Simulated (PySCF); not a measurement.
# C4F12Si (Si(CF3)4): the cost of one run

The runs use PySCF 2.14.0, with density-fitted response routines of our own; the level of theory stands in each step. All values are computed, except where a source is named. Atoms count from 0, in the outputs and in this text.

## (1) Starting geometry

17 atoms, charge 0, multiplicity 1; geometry from: GFN2-xTB. The atoms were then displaced at random by about 0.03 Å, so the start is not that level's minimum.

Bonds of the start (Å): Si0–C1 1.96, Si0–C5 1.92, Si0–C9 2.06, Si0–C13 1.96, C1–F2 1.37, C1–F3 1.37, C1–F4 1.34, C5–F6 1.35, C5–F7 1.35, C5–F8 1.34, C9–F10 1.35, C9–F11 1.34, C9–F12 1.32, C13–F14 1.37, C13–F15 1.34, C13–F16 1.28.

## (2) Optimising the geometry at PBE0-D3(BJ)/def2-SVP

Job settings and geometry (Å):

```
{"job": {"xc": "PBE0", "basis": "def2-SVP", "d3": "d3bj", "grid": 1, "maxiter": 40, "shake": 0.03, "kind": "geom"}, "charge": 0, "multiplicity": 1}
Si     0.063760    -0.074970     0.011390
C     -0.030670    -0.022790     1.970150
F     -1.238770    -0.467210     2.425730
F      0.273430     1.222480     2.465010
F      0.940810    -0.812360     2.438830
C      1.858390     0.022710    -0.660160
F      2.659660     0.847050     0.048790
F      1.986530     0.394500    -1.949770
F      2.419490    -1.186930    -0.497950
C     -0.942860     1.609690    -0.623310
F     -2.047990     1.870080     0.105000
F     -1.314470     1.477010    -1.900800
F     -0.233040     2.726190    -0.629980
C     -0.969990    -1.606070    -0.650260
F     -0.611400    -2.725560     0.048580
F     -0.599600    -1.829200    -1.919410
F     -2.241820    -1.445210    -0.621600
```

Run with:

```
$ OMP_NUM_THREADS=2 python probes_run.py task.json out
```

The driver reads the jobs from task.json and runs them one after another.

Q: Estimate the wall time and peak memory of this first job on 2 threads of AMD EPYC 9R45, shared host.

About 3.8 min, with a peak of 1.7 GiB.
